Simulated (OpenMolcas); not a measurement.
**TiBr4 (SMILES [Br][Ti]([Br])([Br])[Br]): PBE0/ANO-RCC-VDZP (DKH2)**

What is the vertical singlet–triplet gap of TiBr4 at PBE0/ANO-RCC-VDZP (DKH2)? 

Program for the calculation: OpenMolcas 26.06.

## 1. The structure to begin with

The species is TiBr4 (5 atoms), meant as a singlet with charge 0. SMILES: `[Br][Ti]([Br])([Br])[Br]`. Geometry: a GFN2-xTB relaxation, a rough one for these elements and not checked as a minimum.

Bond lengths: Br1–Ti2 2.343 Å, Ti2–Br3 2.342 Å, Ti2–Br4 2.343 Å, Ti2–Br5 2.343 Å. Angles: Br1–Ti2–Br3 109.5°, Br1–Ti2–Br4 109.5°, Br1–Ti2–Br5 109.5°, Br3–Ti2–Br4 109.5°, Br3–Ti2–Br5 109.5°, Br4–Ti2–Br5 109.5°.

## 2. A single-point energy at PBE0/ANO-RCC-VDZP (DKH2)

File mol.xyz:

```xyz
5

Br    -1.092350     0.019620     2.072320
Ti     0.000050    -0.000110     0.000060
Br     1.982810    -1.235260     0.174080
Br    -1.392830    -0.981490    -1.607640
Br     0.502310     2.197230    -0.638820
```

File job.inp:

```
&gateway
  coord=mol.xyz
  basis=ANO-RCC-VDZP
  group=NoSym

&seward
  relativistic=R02O02
  expert

&scf
  ksdft=PBE0
  prorbitals=0
```

Command:

```
export MOLCAS_MEM=1860
pymolcas job.inp > job.log
```

The log of the run:

```text
--- Start Module: gateway ---
[...]
--- Stop Module: gateway /rc=_RC_ALL_IS_WELL_ ---
--- Start Module: seward ---
[...]
 ###    WARNING:  EXPERT option is ON!                                       ###
 ###############################################################################
               SEWARD will generate:
[...]
      Basis functions          142
--- Stop Module: seward /rc=_RC_ALL_IS_WELL_ ---
[...]
--- Start Module: scf ---
[...]
       Convergence after  17 Iterations
[...]
::    Total KS-DFT energy                          -11277.3319376181
[...]
      Total spin, S                                     0.0000000000
[...]
      Total electronic charge=  162.000000
      Total            charge=   -0.000000
[...]
      Dipole Moment (debye):
      Origin of the operator (angstrom)=   -0.0000    0.0000   -0.0000
                   X=  4.9011E-04               Y= -1.3350E-03               Z=  3.8290E-04           Total=  1.4728E-03
      Quadrupole Moment (debye*angstrom):
[...]
--- Stop Module: scf /rc=_RC_ALL_IS_WELL_ ---
[...]
```

Run time: 2.5 min. Hardware: 1 thread of Arm Neoverse V1, shared host; peak memory 1.2 GiB.

## 3. The triplet at the same level

mol.xyz is that of step 2.

File job.input:

```
&gateway
 coord
 mol.xyz
 basis
 ANO-RCC-VDZP
 group
 NoSym

&seward
 relativistic
 R02O02
 expert

&scf
 uhf
 spin
 3
 ksdft
 PBE0
 prorbitals
 0
```

Command:

```
export MOLCAS_MEM=1860
pymolcas job.input > job.log
```

The log of the run:

```text
--- Start Module: gateway ---
[...]
--- Stop Module: gateway /rc=_RC_ALL_IS_WELL_ ---
--- Start Module: seward ---
[...]
 ###    WARNING:  EXPERT option is ON!                                       ###
 ###############################################################################
               SEWARD will generate:
[...]
      Basis functions          142
--- Stop Module: seward /rc=_RC_ALL_IS_WELL_ ---
[...]
--- Start Module: scf ---
[...]
       Convergence after  39 Iterations
[...]
::    Total KS-DFT energy                          -11277.2295058936
[...]
      Total spin, S                                     1.0022004487
[...]
      Total electronic charge=  162.000000
      Total            charge=   -0.000000
[...]
      Dipole Moment (debye):
      Origin of the operator (angstrom)=   -0.0000    0.0000   -0.0000
                   X= -8.6742E-04               Y=  1.7235E-03               Z= -9.3825E-04           Total=  2.1455E-03
      Quadrupole Moment (debye*angstrom):
[...]
--- Stop Module: scf /rc=_RC_ALL_IS_WELL_ ---
[...]
```

It took 3.6 min on 1 thread of Arm Neoverse V1, shared host; peak memory 1.2 GiB.

## 4. Outcome

At PBE0/ANO-RCC-VDZP (DKH2):

```
                                        quantity            value
                           singlet: total energy  -11277.33194 Eh
                          singlet: dipole moment           0.00 D
                            singlet: HOMO energy         -8.78 eV
                            singlet: LUMO energy         -3.93 eV
                          singlet: HOMO–LUMO gap          4.85 eV
                           triplet: total energy  -11277.22951 Eh
                          triplet: dipole moment           0.00 D
     triplet: HOMO energy (highest over α and β)         -6.43 eV
                                   triplet: ⟨S²⟩            2.007
vertical energy of the triplet above the singlet         2.787 eV
```

In words: At this shape the triplet lies 2.79 eV (64 kcal/mol) above the singlet. Mulliken charges (singlet) run from -0.15 on Br5 to +0.60 on Ti2.
